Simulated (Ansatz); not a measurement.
# KAl3O: the cost of one run

Program: Ansatz 0.2.0. Level of theory: DFT PBE, scalar-relativistic, plane waves, PAW. These are calculated values, not measurements.

### 1 Starting point

Symmetry: Cmmm, No. 65, orthorhombic system. The conventional cell has a = 4.518 Å, b = 9.199 Å, c = 5.220 Å, α = 90.00°, β = 90.00°, γ = 90.00°. Around K (site symmetry mmm) lie 4 Al at 2.07 to 2.26 Å. Al (site symmetry m2m) has 1 K at 2.07 Å and 2 Al at 2.31 Å in its first shell of neighbours. Al (site symmetry mmm) has 2 K at 2.26 Å and 2 Al at 2.53 Å and 2 O at 2.61 Å in its first shell of neighbours. Around O (site symmetry mmm) lie 2 Al at 2.61 Å.

Coordinates:

```
K Al O
1.0
     2.25898   -4.59942    0.00000
     2.25898    4.59942    0.00000
     0.00000    0.00000    5.22036
K Al O
1 3 1
Direct
  0.00000 0.00000 0.50000
  0.22471 0.77529 0.50000
  0.77529 0.22471 0.50000
  0.50000 0.50000 0.50000
  0.50000 0.50000 0.00000
```

A structure generator made this guess: random cell by space group and Wyckoff sites (Cmmm, No. 65). Its size is a rough estimate.

### 2 A first look at the guess

File input.yaml:

```yaml
crystal:
  lattice:
    - [2.25898118, -4.59941943, 0.0]
    - [2.25898118, 4.59941943, 0.0]
    - [0.0, 0.0, 5.22036045]
  atoms:
    - { symbol: K, position: [0.0, 0.0, 0.5] }
    - { symbol: Al, position: [0.22471009, 0.77528991, 0.5] }
    - { symbol: Al, position: [0.77528991, 0.22471009, 0.5] }
    - { symbol: Al, position: [0.5, 0.5, 0.5] }
    - { symbol: O, position: [0.5, 0.5, 0.0] }
basis:
  ecutwfc: 420
kpoints:
  mp_grid: { grid: [4, 4, 4] }
hamiltonian:
  xc: pbe
scf:
  occupations: { method: gaussian, width: 0.1 }
  lower_state_search: "off"
output:
  forces: true
  stress: true
  eigenvalues: true
```

On the command line:

```sh
$ ansatz run input.yaml --threads 1 --pin off --max-ram 2560MiB --backend cpu --events-out ev --progress --plain --runs-dir out
```

What time and memory should one allow on 1 thread of Intel Xeon at 2.50GHz (Skylake/Cascade Lake), shared host?

About 7.4 s, with a peak of 0.38 GiB.
